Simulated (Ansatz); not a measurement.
Born–Oppenheimer molecular dynamics of a periodic cell of 28 atoms, In12P12H3N (surface InP(111), adsorbate NH3). It goes on from the last frame of an earlier run, with new velocities.

These are results of Ansatz 0.2.0, DFT PBE-D3(BJ), scalar-relativistic, plane waves, PAW, not measurements. Settings: accuracy low, PAW set soft_1, cutoff 420 eV, k mesh 2x2x1, fermi-dirac smearing 0.05 eV, no spin polarisation.

```yaml
ensemble: NVT, Langevin thermostat
time_step: 0.5 fs
steps_asked: 240
set_temperature: 1350 K
friction: 0.05 /fs
atoms_held: 1 to 8
seed: 958701
```

Frames 2.5 fs apart, positions in Å, forces in eV/Å.

Velocities at 60 fs (Å/ps):

```
In 0.00 0.00 0.00
P 0.00 0.00 0.00
In 0.00 0.00 0.00
P 0.00 0.00 0.00
In 0.00 0.00 0.00
P 0.00 0.00 0.00
In 0.00 0.00 0.00
P 0.00 0.00 0.00
In 1.66 -0.53 -3.54
P 11.14 -9.65 -0.95
In 2.23 -2.59 2.57
P 4.52 -8.10 4.41
In -2.95 5.86 -0.47
P -0.56 0.27 -3.26
In 1.46 -2.23 1.90
P 2.53 5.76 -4.83
In -3.02 -1.14 1.94
P 5.91 -5.50 6.09
In -2.10 -2.55 -2.64
P 9.97 1.62 -8.09
In -1.47 -0.84 2.34
P -6.32 -6.83 0.52
In 0.48 0.03 3.80
P 7.94 0.10 1.01
N -7.74 3.98 3.61
H 17.68 19.81 -27.79
H -32.68 30.46 23.10
H -12.67 10.41 25.30
```

```xyz
28
Lattice="8.2996 0.0000 0.0000 4.1498 7.1877 0.0000 0.0000 0.0000 19.6237" Properties=species:S:1:pos:R:3:forces:R:3 time_fs=60 energy_less_start_eV=-0.597 T=961
In 0.000 0.000 1.000 -0.02 0.02 -0.09
P 2.075 1.198 1.847 0.24 0.19 0.37
In 2.075 3.594 1.000 0.04 0.00 0.45
P 4.150 4.792 1.847 -0.32 -0.07 0.09
In 4.150 0.000 1.000 0.04 0.05 0.42
P 6.225 1.198 1.847 -0.11 -0.16 0.25
In 6.225 3.594 1.000 0.00 -0.05 0.15
P 8.300 4.792 1.847 0.05 -0.02 0.04
In 8.194 4.728 4.633 -0.30 -0.47 -0.86
P 10.237 5.837 5.423 -0.95 1.25 0.10
In 6.166 1.093 4.654 -0.39 0.24 -0.70
P 8.247 2.317 5.333 0.17 -0.14 0.08
In 3.875 4.857 4.514 1.92 -0.29 -1.21
P 6.135 5.924 5.235 -0.88 0.55 0.11
In 2.147 1.249 4.647 -0.41 -0.62 -0.36
P 4.158 2.570 5.473 1.20 -0.52 0.30
In 3.092 1.762 8.580 0.22 1.77 0.34
P 5.245 2.892 7.444 -0.67 0.41 0.23
In 5.380 5.653 7.797 0.76 -0.41 -0.34
P 7.533 6.619 8.875 -0.03 -1.40 0.11
In 7.807 2.009 7.913 0.21 0.28 -0.02
P 1.237 3.358 9.288 -0.23 0.34 -0.87
In 9.652 5.695 7.865 0.69 -0.32 1.63
P 3.577 6.895 8.885 -1.16 -0.38 0.06
N 4.324 2.427 10.863 2.88 -0.32 -1.45
H 3.969 1.730 11.508 -0.59 0.63 0.79
H 5.332 2.019 10.694 -2.07 1.36 0.21
H 4.394 3.460 11.113 -0.32 -1.93 0.18
28
Lattice="8.2996 0.0000 0.0000 4.1498 7.1877 0.0000 0.0000 0.0000 19.6237" Properties=species:S:1:pos:R:3:forces:R:3 time_fs=62.5 energy_less_start_eV=-0.536 T=965
In 0.000 0.000 1.000 -0.02 0.02 -0.07
P 2.075 1.198 1.847 0.23 0.19 0.35
In 2.075 3.594 1.000 0.05 0.00 0.45
P 4.150 4.792 1.847 -0.32 -0.07 0.10
In 4.150 0.000 1.000 0.04 0.06 0.42
P 6.225 1.198 1.847 -0.10 -0.17 0.26
In 6.225 3.594 1.000 0.00 -0.05 0.13
P 8.300 4.792 1.847 0.06 -0.02 0.04
In 8.198 4.728 4.624 -0.28 -0.57 -0.78
P 10.259 5.815 5.427 -1.45 1.50 0.33
In 6.170 1.086 4.662 -0.35 0.21 -0.69
P 8.261 2.298 5.340 0.07 0.04 0.05
In 3.866 4.870 4.512 2.34 -0.46 -1.43
P 6.136 5.926 5.225 -0.84 0.49 0.15
In 2.151 1.245 4.648 -0.28 -0.57 -0.36
P 4.171 2.585 5.459 1.19 -0.66 0.44
In 3.085 1.761 8.582 0.21 1.78 0.32
P 5.259 2.877 7.463 -0.78 0.49 0.07
In 5.377 5.648 7.793 0.96 -0.48 -0.39
P 7.557 6.623 8.861 -0.26 -1.41 0.13
In 7.807 2.005 7.921 0.18 0.21 -0.09
P 1.218 3.337 9.298 -0.13 0.45 -0.83
In 9.652 5.694 7.875 0.86 -0.39 1.54
P 3.604 6.888 8.893 -1.31 -0.35 0.10
N 4.308 2.438 10.874 -1.10 1.94 -1.26
H 3.976 1.776 11.523 -1.14 -0.28 1.53
H 5.214 2.128 10.733 2.65 -0.56 -0.74
H 4.361 3.454 11.126 -0.49 -1.33 0.21
28
Lattice="8.2996 0.0000 0.0000 4.1498 7.1877 0.0000 0.0000 0.0000 19.6237" Properties=species:S:1:pos:R:3:forces:R:3 time_fs=65 energy_less_start_eV=-0.494 T=819
In 0.000 0.000 1.000 -0.02 0.02 -0.06
P 2.075 1.198 1.847 0.23 0.18 0.34
In 2.075 3.594 1.000 0.05 0.01 0.44
P 4.150 4.792 1.847 -0.32 -0.06 0.11
In 4.150 0.000 1.000 0.04 0.06 0.42
P 6.225 1.198 1.847 -0.09 -0.18 0.26
In 6.225 3.594 1.000 -0.01 -0.05 0.12
P 8.300 4.792 1.847 0.07 -0.02 0.04
In 8.202 4.727 4.615 -0.24 -0.69 -0.72
P 10.273 5.796 5.433 -1.81 1.68 0.51
In 6.170 1.079 4.665 -0.28 0.17 -0.67
P 8.275 2.277 5.349 -0.06 0.22 0.00
In 3.861 4.881 4.511 2.67 -0.60 -1.59
P 6.143 5.931 5.220 -0.85 0.40 0.17
In 2.156 1.241 4.648 -0.16 -0.52 -0.35
P 4.188 2.593 5.451 1.14 -0.71 0.53
In 3.078 1.759 8.580 0.19 1.81 0.36
P 5.269 2.869 7.482 -0.84 0.52 -0.07
In 5.378 5.643 7.789 1.09 -0.56 -0.45
P 7.569 6.625 8.847 -0.41 -1.39 0.18
In 7.810 2.002 7.925 0.15 0.12 -0.09
P 1.202 3.326 9.312 -0.04 0.50 -0.82
In 9.644 5.694 7.882 1.05 -0.45 1.47
P 3.634 6.877 8.903 -1.49 -0.25 0.12
N 4.295 2.454 10.862 -1.66 -3.29 -0.16
H 3.935 1.811 11.610 0.32 0.95 -0.72
H 5.234 2.208 10.701 1.66 -0.54 -0.29
H 4.282 3.380 11.127 -0.39 2.67 0.92
28
Lattice="8.2996 0.0000 0.0000 4.1498 7.1877 0.0000 0.0000 0.0000 19.6237" Properties=species:S:1:pos:R:3:forces:R:3 time_fs=67.5 energy_less_start_eV=-0.243 T=1083
In 0.000 0.000 1.000 -0.03 0.02 -0.05
P 2.075 1.198 1.847 0.23 0.18 0.34
In 2.075 3.594 1.000 0.05 0.01 0.43
P 4.150 4.792 1.847 -0.32 -0.05 0.12
In 4.150 0.000 1.000 0.04 0.06 0.41
P 6.225 1.198 1.847 -0.09 -0.18 0.26
In 6.225 3.594 1.000 -0.01 -0.05 0.11
P 8.300 4.792 1.847 0.06 -0.03 0.05
In 8.200 4.726 4.611 -0.27 -0.79 -0.66
P 10.278 5.774 5.439 -2.06 1.87 0.65
In 6.173 1.079 4.666 -0.25 0.04 -0.65
P 8.291 2.250 5.351 -0.20 0.46 0.00
In 3.857 4.891 4.511 2.93 -0.69 -1.68
P 6.144 5.944 5.234 -0.80 0.28 0.08
In 2.164 1.244 4.644 -0.01 -0.51 -0.37
P 4.205 2.598 5.449 1.08 -0.71 0.54
In 3.071 1.759 8.570 0.19 1.71 0.44
P 5.275 2.864 7.494 -0.85 0.54 -0.16
In 5.381 5.636 7.781 1.17 -0.62 -0.44
P 7.580 6.617 8.838 -0.65 -1.18 0.26
In 7.812 2.002 7.925 0.16 0.04 -0.06
P 1.195 3.320 9.328 -0.02 0.50 -0.85
In 9.630 5.697 7.894 1.33 -0.55 1.33
P 3.663 6.867 8.913 -1.64 -0.13 0.14
N 4.283 2.443 10.830 2.40 -2.31 -1.00
H 3.915 1.886 11.624 0.69 -0.15 -0.57
H 5.370 2.238 10.594 -3.15 0.39 1.14
H 4.206 3.372 11.146 0.00 1.87 0.18
28
Lattice="8.2996 0.0000 0.0000 4.1498 7.1877 0.0000 0.0000 0.0000 19.6237" Properties=species:S:1:pos:R:3:forces:R:3 time_fs=70 energy_less_start_eV=-0.119 T=1014
In 0.000 0.000 1.000 -0.02 0.02 -0.05
P 2.075 1.198 1.847 0.23 0.17 0.34
In 2.075 3.594 1.000 0.05 0.01 0.41
P 4.150 4.792 1.847 -0.32 -0.05 0.13
In 4.150 0.000 1.000 0.04 0.07 0.41
P 6.225 1.198 1.847 -0.09 -0.18 0.26
In 6.225 3.594 1.000 -0.01 -0.04 0.10
P 8.300 4.792 1.847 0.06 -0.03 0.05
In 8.193 4.723 4.607 -0.31 -0.87 -0.59
P 10.272 5.764 5.445 -2.04 1.88 0.69
In 6.169 1.080 4.662 -0.23 -0.04 -0.62
P 8.304 2.218 5.348 -0.36 0.70 0.01
In 3.857 4.899 4.506 2.91 -0.67 -1.64
P 6.140 5.956 5.251 -0.71 0.16 -0.02
In 2.170 1.246 4.639 0.13 -0.51 -0.39
P 4.218 2.605 5.455 1.01 -0.71 0.49
In 3.061 1.756 8.556 0.20 1.58 0.49
P 5.280 2.859 7.499 -0.85 0.55 -0.18
In 5.386 5.627 7.778 1.15 -0.62 -0.38
P 7.595 6.609 8.837 -0.96 -0.96 0.36
In 7.809 2.000 7.922 0.17 -0.05 -0.04
P 1.188 3.310 9.334 -0.01 0.51 -0.86
In 9.615 5.701 7.907 1.65 -0.67 1.14
P 3.681 6.858 8.929 -1.68 -0.07 0.10
N 4.272 2.408 10.786 0.63 3.69 -0.84
H 3.913 1.979 11.597 0.05 -1.81 1.21
H 5.296 2.251 10.543 -1.49 0.10 1.05
H 4.121 3.450 11.153 0.77 -2.16 -1.64
28
Lattice="8.2996 0.0000 0.0000 4.1498 7.1877 0.0000 0.0000 0.0000 19.6237" Properties=species:S:1:pos:R:3:forces:R:3 time_fs=72.5 energy_less_start_eV=0.115 T=1014
In 0.000 0.000 1.000 -0.03 0.02 -0.05
P 2.075 1.198 1.847 0.24 0.17 0.35
In 2.075 3.594 1.000 0.05 0.01 0.40
P 4.150 4.792 1.847 -0.31 -0.05 0.14
In 4.150 0.000 1.000 0.04 0.07 0.41
P 6.225 1.198 1.847 -0.09 -0.19 0.26
In 6.225 3.594 1.000 -0.01 -0.04 0.11
P 8.300 4.792 1.847 0.05 -0.03 0.06
In 8.184 4.719 4.610 -0.32 -0.94 -0.55
P 10.264 5.760 5.449 -1.95 1.81 0.70
In 6.161 1.076 4.662 -0.19 -0.10 -0.65
P 8.307 2.188 5.343 -0.43 0.90 0.03
In 3.859 4.902 4.507 2.79 -0.60 -1.59
P 6.134 5.965 5.260 -0.62 0.10 -0.07
In 2.177 1.250 4.632 0.21 -0.51 -0.40
P 4.231 2.609 5.456 0.90 -0.71 0.47
In 3.056 1.751 8.546 0.13 1.48 0.50
P 5.272 2.859 7.500 -0.77 0.54 -0.17
In 5.393 5.622 7.774 1.10 -0.58 -0.31
P 7.605 6.601 8.848 -1.24 -0.80 0.44
In 7.805 2.002 7.918 0.15 -0.15 -0.03
P 1.179 3.299 9.333 0.02 0.54 -0.85
In 9.599 5.707 7.921 1.94 -0.79 0.96
P 3.698 6.854 8.948 -1.69 -0.03 0.03
N 4.260 2.382 10.743 -7.30 3.45 3.15
H 3.916 1.982 11.641 0.84 -0.89 -0.93
H 5.139 2.247 10.511 5.68 -0.95 -0.73
H 4.082 3.410 11.089 0.80 -1.73 -1.67
28
Lattice="8.2996 0.0000 0.0000 4.1498 7.1877 0.0000 0.0000 0.0000 19.6237" Properties=species:S:1:pos:R:3:forces:R:3 time_fs=75 energy_less_start_eV=-0.333 T=1028
In 0.000 0.000 1.000 -0.03 0.02 -0.06
P 2.075 1.198 1.847 0.25 0.16 0.35
In 2.075 3.594 1.000 0.04 0.01 0.38
P 4.150 4.792 1.847 -0.31 -0.05 0.15
In 4.150 0.000 1.000 0.05 0.07 0.41
P 6.225 1.198 1.847 -0.10 -0.19 0.26
In 6.225 3.594 1.000 -0.01 -0.04 0.12
P 8.300 4.792 1.847 0.04 -0.03 0.07
In 8.176 4.710 4.614 -0.40 -0.99 -0.56
P 10.243 5.757 5.450 -1.62 1.71 0.65
In 6.154 1.076 4.668 -0.17 -0.17 -0.68
P 8.310 2.163 5.338 -0.48 1.01 0.04
In 3.866 4.903 4.509 2.48 -0.46 -1.48
P 6.126 5.972 5.263 -0.52 0.03 -0.08
In 2.185 1.247 4.626 0.28 -0.46 -0.41
P 4.242 2.614 5.460 0.79 -0.72 0.43
In 3.047 1.748 8.542 0.17 1.33 0.47
P 5.265 2.862 7.500 -0.71 0.52 -0.13
In 5.395 5.617 7.771 1.09 -0.53 -0.26
P 7.617 6.595 8.862 -1.59 -0.61 0.55
In 7.801 2.006 7.911 0.12 -0.22 -0.02
P 1.177 3.285 9.329 -0.02 0.62 -0.81
In 9.580 5.713 7.933 2.28 -0.93 0.74
P 3.713 6.856 8.963 -1.70 -0.01 -0.01
N 4.219 2.372 10.709 0.16 -1.94 1.08
H 3.930 1.930 11.639 0.67 0.15 -1.63
H 5.219 2.171 10.494 -0.68 -0.08 0.51
H 4.168 3.333 10.931 -0.10 1.79 -0.08
28
Lattice="8.2996 0.0000 0.0000 4.1498 7.1877 0.0000 0.0000 0.0000 19.6237" Properties=species:S:1:pos:R:3:forces:R:3 time_fs=77.5 energy_less_start_eV=0.089 T=991
In 0.000 0.000 1.000 -0.03 0.03 -0.06
P 2.075 1.198 1.847 0.26 0.16 0.36
In 2.075 3.594 1.000 0.04 0.01 0.37
P 4.150 4.792 1.847 -0.31 -0.05 0.14
In 4.150 0.000 1.000 0.05 0.07 0.42
P 6.225 1.198 1.847 -0.11 -0.19 0.26
In 6.225 3.594 1.000 0.00 -0.04 0.13
P 8.300 4.792 1.847 0.04 -0.03 0.07
In 8.169 4.703 4.619 -0.45 -1.06 -0.57
P 10.225 5.762 5.442 -1.36 1.61 0.66
In 6.149 1.079 4.672 -0.10 -0.18 -0.72
P 8.326 2.140 5.333 -0.68 1.13 0.09
In 3.872 4.910 4.506 2.23 -0.45 -1.37
P 6.118 5.975 5.256 -0.43 -0.02 -0.02
In 2.193 1.243 4.626 0.42 -0.43 -0.45
P 4.256 2.617 5.470 0.65 -0.64 0.31
In 3.040 1.747 8.543 0.27 1.20 0.41
P 5.258 2.873 7.499 -0.64 0.46 -0.07
In 5.394 5.612 7.766 1.02 -0.41 -0.17
P 7.623 6.593 8.882 -1.83 -0.50 0.60
In 7.796 2.010 7.908 0.11 -0.26 -0.02
P 1.181 3.278 9.323 -0.08 0.69 -0.77
In 9.566 5.724 7.941 2.50 -1.01 0.57
P 3.718 6.862 8.983 -1.62 -0.04 -0.11
N 4.192 2.364 10.675 4.49 -4.44 -2.55
H 3.922 1.911 11.504 -0.72 -0.68 1.54
H 5.318 2.038 10.543 -3.70 1.04 0.37
H 4.229 3.303 10.779 -0.03 4.03 0.61
```

Of the whole run (120 fs, mean temperature of the second half 1394 K): A run of 0.12 ps of so small a system gives no equilibrium averages. Limits of this set-up: coarse k mesh, slab without dipole correction, low accuracy level.

Time of the run: 41 min on 4 threads of Arm Neoverse V1 (shared host), peak memory 3.4 GiB.
